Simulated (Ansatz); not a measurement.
# C₂H₉FSi₂: how energies converge with the basis set

How large a basis does C₂H₉FSi₂ need? Two functionals are run in growing sets.

Method: one geometry, several basis sets; program: Ansatz 0.2.0, Gaussian basis.

The runs, in order: PBE0-D4/def2-SVP; ωB97M-V/def2-SVP; PBE0-D4/def2-QZVPP; ωB97M-V/def2-QZVPP; the functionals' def2-TZVPP values are taken from earlier runs.

**1. The geometry**

An earlier PBE0-D4 in a triple-zeta def2 set relaxation fixed the geometry.

14 atoms, charge 0, spin multiplicity 1.

Atoms are counted from 1 here; the program's logs count them from 0.

Bond lengths: C1–Si2 1.876 Å, C1–H6 1.093 Å, C1–H7 1.093 Å, C1–H8 1.092 Å, Si2–C3 1.876 Å, Si2–Si4 2.346 Å, Si2–H9 1.495 Å, C3–H10 1.093 Å, C3–H11 1.093 Å, C3–H12 1.092 Å, Si4–F5 1.614 Å, Si4–H13 1.489 Å, Si4–H14 1.489 Å. Angles: Si2–C1–H6 110.6°, Si2–C1–H7 110.7°, Si2–C1–H8 111.2°, H6–C1–H7 108.1°, H6–C1–H8 108.1°, H7–C1–H8 108.0°, C1–Si2–C3 111.3°, C1–Si2–Si4 110.3°, C1–Si2–H9 109.5°, C3–Si2–Si4 110.3°, C3–Si2–H9 109.5°, Si4–Si2–H9 105.9°, Si2–C3–H10 110.7°, Si2–C3–H11 110.6°, Si2–C3–H12 111.2°, H10–C3–H11 108.1°, H10–C3–H12 108.0°, H11–C3–H12 108.1° and more.

**2. PBE0-D4 in def2-SVP**

Contents of in.yaml:

```yaml
crystal:
  periodic: [false, false, false]
  atoms:
    - {symbol: C, position_ang: [-0.517417, -0.361909, 1.763744]}
    - {symbol: Si, position_ang: [0.011646, -0.570800, -0.023942]}
    - {symbol: C, position_ang: [1.841429, -0.216749, -0.238157]}
    - {symbol: Si, position_ang: [-1.255420, 0.828919, -1.416399]}
    - {symbol: F, position_ang: [-0.994463, 2.368431, -1.009863]}
    - {symbol: H, position_ang: [0.062187, -1.020274, 2.415997]}
    - {symbol: H, position_ang: [-0.360918, 0.667267, 2.095750]}
    - {symbol: H, position_ang: [-1.574896, -0.601947, 1.893449]}
    - {symbol: H, position_ang: [-0.281068, -1.967156, -0.469754]}
    - {symbol: H, position_ang: [2.069424, 0.817114, 0.032182]}
    - {symbol: H, position_ang: [2.437836, -0.873498, 0.400435]}
    - {symbol: H, position_ang: [2.155800, -0.373011, -1.272300]}
    - {symbol: H, position_ang: [-2.719438, 0.585974, -1.289341]}
    - {symbol: H, position_ang: [-0.887801, 0.688335, -2.852900]}
basis:
  gaussian: {orbitals: def2-SVP}
hamiltonian: {xc: pbe0, dispersion: d4}
output: {orbitals: {seedname: orbitals}}
```

After this run come: ωB97M-V in def2-SVP; PBE0-D4 in def2-QZVPP; ωB97M-V in def2-QZVPP.

Before running them: what should the planned runs give, taken together? Wanted: PBE0-D4: double and triple zeta above quadruple; ωB97M-V: double and triple zeta above quadruple.

The runs gave:

| quantity | value |
| --- | --- |
| PBE0-D4: double and triple zeta above quadruple | 12.40, 0.82 eV |
| ωB97M-V: double and triple zeta above quadruple | 12.64, 0.78 eV |

**Reading.** For PBE0-D4 the step from double to triple zeta gains 11.57 eV and the next only 0.82 eV. Total energies overstate the basis error of differences, where much of it tends to cancel. The LUMO of ωB97M-V is positive and keeps falling with the basis (1.85 to 1.01 eV): an unbound level that the basis holds in place.
